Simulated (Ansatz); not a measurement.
**GePO (quartet): the correlation ladder, cc-pVDZ**

One table from this session's results is given with a row withheld; the runs are named, their logs left out.

Program: Ansatz 0.2.0, Gaussian basis. Level of theory: cc-pVDZ, core rule «outside noble gas», up to 20 orbitals frozen. These are calculated values, not measurements.

Plan: UHF; CCSD(T) on ROHF; CCSD(T) on UHF; BCCD(T) on ROHF; CISD as a restricted active space (open shells left free, so some higher excitations enter); CCSDT(Q) on ROHF; CCSDT(Q) on UHF.

31 further runs of the same task are left out: 8 for a known fault of the program, 14 that didn't finish, 9 set aside as unsound or not needed. Runs told in other sessions of the task aren't counted.

### The geometry

The geometry is a PBE0/def2-TZVP stationary point (not a proven minimum) of the parent state, kept for this charge and spin. No spin-orbit coupling is included. The filled d shell of Ge may be among the frozen orbitals whatever the setting's name suggests.

3 atoms, charge 0, spin multiplicity 4.

Atoms are counted from 1 here; the program's logs count them from 0.

Bond lengths: Ge1–O2 1.780 Å, O2–P3 1.598 Å. Angles: Ge1–O2–P3 180.0°.

The first run:

Input file in.yaml:

```yaml
crystal:
  periodic: [false, false, false]
  atoms:
    - {symbol: Ge, position_ang: [0.000000, 0.000000, 1.719200]}
    - {symbol: O, position_ang: [0.000000, 0.000000, -0.060500]}
    - {symbol: P, position_ang: [0.000000, 0.000000, -1.658700]}
basis:
  gaussian: {orbitals: cc-pVDZ}
magnetization: {spin_polarized: true, initial_magnetization: 3}
hamiltonian: {xc: hf}
output: {orbitals: {seedname: orbitals}}
```

The run is started by

```
ansatz run in.yaml --threads 1 --pin off --events-out ev --progress --plain --max-ram 2393MiB
```

Steps of the session up to this table: UHF; CCSD(T) on ROHF; CCSD(T) on UHF; BCCD(T) on ROHF; CISD as a restricted active space (open shells left free, so some higher excitations enter); CCSDT(Q) on ROHF; CCSDT(Q) on UHF.

One of the session's tables, all rows but one given; the rest of the session is left out.

| method | from UCCSDT(Q) (kJ/mol) |
| --- | --- |
| ROHF | +946.0 |
| UHF | +919.5 |
| RMP2 | +101.0 |
| UMP2 | +105.3 |
| RCCSD | +33.0 |
| UCCSD | +32.2 |
| RCCSD(T) | +5.8 |
| UCCSD(T) | +5.5 |
| BCCD(T) | +5.1 |
| RCCSDT | +3.4 |
| UCCSDT | +3.1 |
| RCCSDT(Q) | ? |
| UCCSDT(Q) | 0 |

**Question.** Estimate the row for RCCSDT(Q).

As computed: from UCCSDT(Q) (kJ/mol): +0.9. In the column «from UCCSDT(Q) (kJ/mol)» it lies between UCCSDT(Q) (0) and UCCSDT (+3.1).

Not comparable, so not listed: CISD as a restricted active space (open shells left free, so some higher excitations enter) (they don't share determinant, frozen orbitals or solution with the rows shown, or repeat one).

To keep in mind: Restricted and unrestricted rows rest on different reference determinants; a gap between their highest levels can come from leftover correlation error, from unlike frozen cores or from another state.
